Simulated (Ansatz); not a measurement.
This script drives Ansatz 0.2.0 through its Python package.

`methods_c2h4clnte.py`
```python
'''One geometry of C2H4ClNTe, method by method.'''

from pathlib import Path
import warnings

import ansatz
import numpy as np

warnings.simplefilter('ignore', ansatz.DeckWarning)

mol = (
    ansatz.Crystal.molecule()
    .atom('N', (0.5603, 1.0883, 0.5332))
    .atom('C', (0.1888, -0.1627, -0.0015))
    .atom('Te', (0.5345, -1.8661, 1.1858))
    .atom('C', (-0.2605, -0.316, -1.22))
    .atom('Cl', (-0.6884, 1.0036, -2.318))
    .atom('H', (0.3507, 2.0265, -0.0214))
    .atom('H', (0.9479, 1.2178, 1.4819))
    .atom('H', (-0.9892, -1.7288, 1.8665))
    .atom('H', (-0.5556, -1.3088, -1.5236))
)

calc = mol.calculation().basis(gaussian='def2-SVP')

print('functional    E (Ha)        dipole (D)   HOMO (eV)  LUMO (eV)')
for name in ['cam_b3lyp', 'r2scan0', 'hf', 'blyp']:
    report = calc.functional(name).forces().orbitals().run(runs_dir='runs').report
    lines = Path(report['orbitals_path']).read_text().splitlines()
    field_of = lambda key: [line.split('=')[1].strip() for line in lines if line.startswith(key)]
    orbitals = [(27.211386 * float(e), s, float(n)) for e, s, n in zip(field_of('Ene='), field_of('Spin='), field_of('Occup='))]
    homo = max(e for e, _, n in orbitals if n > 0.5)
    lumo = min(e for e, _, n in orbitals if n < 0.5)
    dipole = 4.803205 * np.linalg.norm(report['charge_distribution']['dipole_moment_e_ang'])
    print(f'{name:10s} {report["free_energy_ev"] / 27.211386246:14.6f} {dipole:9.3f} {homo:11.3f} {lumo:10.3f}')
```

It is started by `python methods_c2h4clnte.py`. Estimate its wall time and peak memory on 1 thread of Arm Neoverse V1, on a shared host.

It took about 26 s, with a peak of 0.34 GiB, for 4 runs of the engine.

Running `python methods_c2h4clnte.py` prints:
```text
functional    E (Ha)        dipole (D)   HOMO (eV)  LUMO (eV)
cam_b3lyp     -861.226561     2.016      -7.240      0.205
r2scan0       -861.240446     2.112      -6.203     -0.856
hf            -858.695731     2.129      -8.764      2.314
blyp          -861.179143     1.924      -4.537     -1.540
```

Reading the output:
- Total energies depend on the basis set; only differences at equal settings carry meaning.
- The geometry is a force-field or estimated start, not a minimum of this method, and the basis set is short of its limit. A lower total doesn't mark the better method: functionals have no common bound, and MP2 and coupled cluster aren't variational.
- def2 sets replace the cores of elements past krypton by effective core potentials.
- Levels such as HOMO and LUMO are orbital energies: with these approximate functionals they aren't the ionisation energy and electron affinity, and their gap isn't the fundamental gap.
